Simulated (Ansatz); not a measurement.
Run this with Ansatz 0.2.0 through its Python package and show what comes out.

`scan.py`
```python
import ansatz as az
import numpy as np

BASIS = "def2-SVP"
FUNCTIONAL = "r2scan"


def main() -> None:
    geometry_ang = [
        ("N", (-0.0694, 1.6201, -0.4394)),
        ("B", (0.3781, 0.2249, -0.3699)),
        ("O", (1.5348, -0.1692, -1.1362)),
        ("Si", (-0.4662, -1.0793, 0.7239)),
        ("H", (-0.3901, 1.8278, -1.4623)),
        ("H", (-0.9878, 1.7617, 0.1202)),
        ("H", (2.3511, -0.0013, -0.5016)),
        ("H", (-0.9625, -2.1788, -0.1315)),
        ("H", (-1.6925, -0.4498, 1.4309)),
        ("H", (0.3875, -1.6072, 1.769)),
    ]
    molecule = az.Crystal.molecule()
    for symbol, xyz in geometry_ang:
        molecule = molecule.atom(symbol, xyz)

    symbols = [site.symbol for site in molecule.cartesian_sites]
    start = np.array([site.position_ang for site in molecule.cartesian_sites])
    axis = (start[0] - start[1]) / np.linalg.norm(start[0] - start[1])
    moving = [0, 4, 5]
    lengths, energies = [1.291, 1.35, 1.408, 1.467, 1.526, 1.584, 1.643, 1.731], []
    for length in lengths:
        xyz = start.copy()
        xyz[moving] += (length - np.linalg.norm(start[0] - start[1])) * axis
        point = az.Crystal.molecule()
        for symbol, place in zip(symbols, xyz):
            point = point.atom(symbol, place.tolist())
        calc = point.calculation()
        calc = calc.basis(gaussian=BASIS).functional(FUNCTIONAL)
        rep = calc.run(threads=1, backend="cpu").report
        energies.append(rep["free_energy_ev"])
        print(f"r = {length:6.3f} A  E = {energies[-1]:.5f} eV  <S^2> = {abs(rep['mean_field']['state']['spin_squared']):.3f}")

    fit = np.polynomial.Polynomial.fit(lengths, np.array(energies) - min(energies), 4).convert()
    roots = [r.real for r in fit.deriv().roots() if abs(r.imag) < 1e-9 and fit.deriv(2)(r.real) > 0]
    r_e = min(roots, key=lambda r: abs(r - lengths[int(np.argmin(energies))]))
    print(f"minimum of the fit at {r_e:.4f} A, force constant {fit.deriv(2)(r_e):.2f} eV/A^2")


if __name__ == "__main__":
    main()
```

`python scan.py` gives:
```text
r =  1.291 A  E = -12180.17790 eV  <S^2> = 0.000
r =  1.350 A  E = -12180.51774 eV  <S^2> = 0.000
r =  1.408 A  E = -12180.65867 eV  <S^2> = 0.000
r =  1.467 A  E = -12180.65940 eV  <S^2> = 0.000
r =  1.526 A  E = -12180.55688 eV  <S^2> = 0.000
r =  1.584 A  E = -12180.38519 eV  <S^2> = 0.000
r =  1.643 A  E = -12180.16108 eV  <S^2> = 0.000
r =  1.731 A  E = -12179.77002 eV  <S^2> = 0.000
minimum of the fit at 1.4370 A, force constant 35.48 eV/A^2
```

Total energies depend on the basis set; only differences at equal settings carry meaning. The rest of the molecule is held rigid at a force-field or estimated start geometry, and the basis set is modest; single-reference methods fail as a bond breaks. The orbitals are restricted, so S² is zero by construction. It ran for 24 s on 1 thread of AMD EPYC 7R43 64-Core Processor (Zen 3), on a shared host, peak memory 0.21 GiB.
